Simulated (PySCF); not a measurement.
**C₂H₄BCl: electronic excitations**

Aim: predict the electronic excitations of C₂H₄BCl (`BC(=C)Cl`).

The runs use PySCF 2.14.0, with density-fitted response routines of our own; the level of theory stands in each step. All values are computed, except where a source is named. Atoms count from 0, in the outputs and in this text.

## Step 1: Starting geometry

8 atoms, charge 0, multiplicity 1; geometry from: GFN2-xTB.

Bonds of the start (Å): B0–C1 1.53, C1–C2 1.31, C1–Cl3 1.78, B0–H4 1.17, B0–H5 1.17, C2–H6 1.08, C2–H7 1.08.

## Step 2: Ultraviolet spectrum: CAM-B3LYP/def2-SVPD

Job settings and geometry (Å):

```
{"job": {"kind": "uv", "xc": "CAM-B3LYP", "basis": "def2-SVPD", "nstates": 8, "ntriplets": 3}, "charge": 0, "multiplicity": 1}
B      1.277636     0.312458     0.318842
C     -0.175476    -0.009017    -0.038521
C     -1.230939    -0.689452    -0.405204
Cl    -0.207260     1.722487     0.364544
H      2.030967     0.571569    -0.540973
H      1.656947     0.108492     1.408990
H     -1.123120    -1.737001    -0.631131
H     -2.219698    -0.270123    -0.501113
```

Level: TDDFT CAM-B3LYP/def2-SVPD, vertical, gas phase, core orbitals frozen in the response.

Run with:

```bash
$ OMP_NUM_THREADS=1 python probes_run.py task.json out
```

The driver reads the jobs from task.json and runs them one after another.

Predict these results of the whole session: lowest singlet (CAM-B3LYP/def2-SVPD); brightest single state of those computed; lowest triplet.

The runs gave:

```
                                quantity                        value
    lowest singlet (CAM-B3LYP/def2-SVPD)  6.38 eV (194 nm), f = 0.001
brightest single state of those computed  state 3, 7.22 eV, f = 0.343
                          lowest triplet                      4.45 eV
```

In words: The lowest singlet, at 6.38 eV, is HOMO→LUMO+1 0.33, HOMO→LUMO+2 0.33 and is weak; of the 8 states computed, the strongest absorption comes from state 3 at 7.22 eV. The lowest triplet lies 1.93 eV below the lowest singlet (triplets in Tamm-Dancoff, singlets in full TDDFT).
